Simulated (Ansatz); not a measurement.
# Co: the cost of one run

Method: DFT PBEsol, scalar-relativistic, plane waves, PAW, in Ansatz 0.2.0.

16 further runs of the same task are left out: 16 set aside as unsound or not needed. Runs told in other sessions of the task aren't counted.

## (1) Starting point

Symmetry: P6_3/mmc, No. 194, hexagonal system. The conventional cell has a = 2.456 Å, b = 2.456 Å, c = 3.967 Å, α = 90.00°, β = 90.00°, γ = 120.00°. Co (site symmetry -6m2) has 12 Co at 2.44 to 2.46 Å in its first shell of neighbours.

Coordinates:

```
Co
1.0
     2.45553    0.00000    0.00000
    -1.22776    2.12655    0.00000
     0.00000    0.00000    3.96735
Co
2
Cartesian
  0.0000 1.4177 0.9918
  1.2278 0.7088 2.9755
```

## (2) Input and output

input.yaml

```yaml
crystal:
  lattice:
    - [2.4555255296, 0.0, 0.0]
    - [-1.2277627648, 2.1265474882, 0.0]
    - [0.0, 0.0, 3.9673513066]
  atoms:
    - { symbol: Co, position: [0.3333333333, 0.6666666667, 0.25], spin: 1.79 }
    - { symbol: Co, position: [0.6666666667, 0.3333333333, 0.75], spin: 1.79 }
basis:
  ecutwfc: 520.0
kpoints:
  mp_grid: { grid: [21, 21, 12] }
hamiltonian:
  xc: pbesol
  pseudopotentials: { kind: paw, azcp: { folder: soft_1 } }
scf:
  occupations: { method: gaussian, width: 0.15 }
output:
  forces: true
  stress: true
  eigenvalues: true
  populations: true
magnetization:
  spin_polarized: true
```

Run with:

```console
> ansatz run input.yaml --threads 2 --pin off --max-ram 4096MiB --backend cpu --events-out ev --progress --plain --runs-dir out
```

**Question.** How long does this run take on 2 threads of Intel Xeon 6975P-C (Granite Rapids), shared host?

About 8.6 min.
